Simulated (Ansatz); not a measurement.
# RuSi: the cost of one run

Program: Ansatz 0.2.0, Gaussian basis. Level of theory: def2-TZVPP, core rule «outside noble gas», up to 9 orbitals frozen. These are calculated values, not measurements.

Plan: UHF; ROHF; CCSD(T) on UHF.

2 further runs of the same task are left out: 2 set aside as unsound or not needed.

**1. The system**

The geometry is a PBE0/def2-TZVP stationary point (not a proven minimum) of the parent state, kept for this charge and spin. No spin-orbit coupling is included. Elements past krypton take def2 core potentials.

2 atoms, charge 1, spin multiplicity 2.

Atoms are counted from 1 here; the program's logs count them from 0.

Bond lengths: Ru1–Si2 2.032 Å.

Coordinates:

```xyz
2
charge 1, multiplicity 2
Ru    0.0000    0.0000    0.0000
Si    0.0000    0.0000    2.0320
```

**2. UHF**

The input, in.yaml:

```yaml
crystal:
  periodic: [false, false, false]
  atoms:
    - {symbol: Ru, position_ang: [0.000000, 0.000000, 0.000000]}
    - {symbol: Si, position_ang: [0.000000, 0.000000, 2.032000]}
basis:
  gaussian: {orbitals: def2-TZVPP}
total_charge: 1
magnetization: {spin_polarized: true, initial_magnetization: 1}
hamiltonian: {xc: hf}
output: {orbitals: {seedname: orbitals}}
```

Command:

```bash
$ ansatz run in.yaml --threads 1 --pin off --events-out ev --progress --plain --max-ram 2816MiB --backend cpu
```

What time and memory should one allow on 1 thread of AMD EPYC 7R13, shared host?

About 21 s, with a peak of 0.27 GiB.
